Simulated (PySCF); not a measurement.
**Changing the system itself: F2OSi**

One physical setting of the base script is moved in each run, with the edits that it forces.

Method: method and basis as typed in the scripts; program: PySCF 2.14.0.

## (1) The starting structure

F2OSi: 4 atoms, charge 0, spin multiplicity 1.

Bond lengths: Si1–O2 1.471 Å, Si1–F3 1.533 Å, Si1–F4 1.533 Å. Angles: O2–Si1–F3 127.6°, O2–Si1–F4 127.6°, F3–Si1–F4 104.7°.

## (2) The run that the others are compared with

File input.py:

```python
from pyscf import gto, scf, mp

mol = gto.M(
    atom='Si 0 0 0.147; O 0 0 1.618; F 1.2139 0 -0.7895; F -1.2139 0 -0.7895',
    basis='jorge-dzp-dkh',
    charge=0,
    spin=0,
    verbose=4,
)
mf = scf.RHF(mol)
mf = mf.sfx2c1e()
mf = mf.density_fit(auxbasis='def2-universal-jkfit')
mf.kernel()
mp.MP2(mf, frozen=8).kernel()
mf.dip_moment()
print('orbital energies (hartree):', mf.mo_energy[..., max(0, mol.nelec[1]-3):mol.nelec[0]+3].round(4))
```

Run with:

```bash
$ OMP_NUM_THREADS=1 python input.py
```

The log of this run is left out.

## (3) PCM, ε = 2.27

Edit 1 changes solvent: none (gas phase) → PCM, ε = 2.27; step after the SCF: mp2 → analyze.

File input.py:

```python
from pyscf import gto, scf, solvent

mol = gto.M(
    atom='Si 0 0 0.147; O 0 0 1.618; F 1.2139 0 -0.7895; F -1.2139 0 -0.7895',
    basis='jorge-dzp-dkh',
    charge=0,
    spin=0,
    verbose=4,
)
mf = scf.RHF(mol)
mf = mf.sfx2c1e()
mf = mf.density_fit(auxbasis='def2-universal-jkfit')
mf = solvent.PCM(mf)
mf.with_solvent.eps = 2.27
mf.kernel()
mf.analyze()
print('orbital energies (hartree):', mf.mo_energy[..., max(0, mol.nelec[1]-3):mol.nelec[0]+3].round(4))
```

## (4) Electric field 0.001 a.u.

Edit 2 changes electric field: none → 0.001 a.u.

Changes to input.py since step 2:

```diff
@@ -12,2 +12,7 @@
 mf = mf.density_fit(auxbasis='def2-universal-jkfit')
+field = 0.001  # electric field along z, atomic units
+h = mf.get_hcore() + field*mol.intor('int1e_r')[2]
+mf.get_hcore = lambda *args: h
+e_nuc = mol.energy_nuc() - field*mol.atom_charges() @ mol.atom_coords()[:, 2]
+mf.energy_nuc = lambda *args: e_nuc
 mf.kernel()
```

## (5) Lengths in bohr

Edit 3 changes length unit: angstrom → bohr.

Changes to input.py since step 2:

```diff
@@ -7,2 +7,3 @@
     spin=0,
+    unit='bohr',
     verbose=4,
```

## (6) Quintet (UHF)

Edit 4 changes spin (2S): 0 → 4; SCF type: RHF → UHF.

File input.py:

```python
from pyscf import gto, scf, mp

mol = gto.M(
    atom='Si 0 0 0.147; O 0 0 1.618; F 1.2139 0 -0.7895; F -1.2139 0 -0.7895',
    basis='jorge-dzp-dkh',
    charge=0,
    spin=4,
    verbose=4,
)
mf = scf.UHF(mol)
mf = mf.sfx2c1e()
mf = mf.density_fit(auxbasis='def2-universal-jkfit')
mf.kernel()
mp.MP2(mf, frozen=8).kernel()
mf.dip_moment()
print('orbital energies (hartree):', [e[max(0, n-3):n+3].round(4) for e, n in zip(mf.mo_energy, mol.nelec)])
```

Q: Predict the outcome of this session. Wanted: for each run, E(SCF); from base; gap, α spin; SCF dipole; after the SCF.

The runs gave:

| run | E(SCF) (hartree) | from base (eV) | cycles | gap, α spin (eV) | SCF dipole (D) | after the SCF |
| --- | --- | --- | --- | --- | --- | --- |
| base | -563.642837 | 0 | 11 | 15.59 | 2.51 | MP2 correlation -17.123 eV, core frozen |
| PCM, ε = 2.27 | -563.649959 | -0.1938 | 11 | 15.91 | 2.77 | n/a |
| electric field 0.001 a.u. | -563.641862 | +0.0265 | 11 | 15.55 | 2.45 | MP2 correlation -17.128 eV, core frozen |
| lengths in bohr (poor choice) | -554.485383 | not comparable | 12 | 9.98 | 2.48 | MP2 correlation -15.136 eV, core frozen |
| quintet (UHF) | -563.214732 | +11.6493 | 12 | 12.00 | 5.36 | MP2 correlation -14.183 eV, core frozen |

What this shows: The largest comparable shift of the SCF energy, +11.649 eV, comes with the run “quintet (UHF)”. A continuum solvent with ε = 2.27 lowers the energy by 0.194 eV. The quintet solution found lies 11.65 eV above the base singlet at this geometry and level. The dearest run is “PCM, ε = 2.27”, at 9.4 s against 2.1 s. Rows marked «poor choice» come from settings spoiled on purpose.
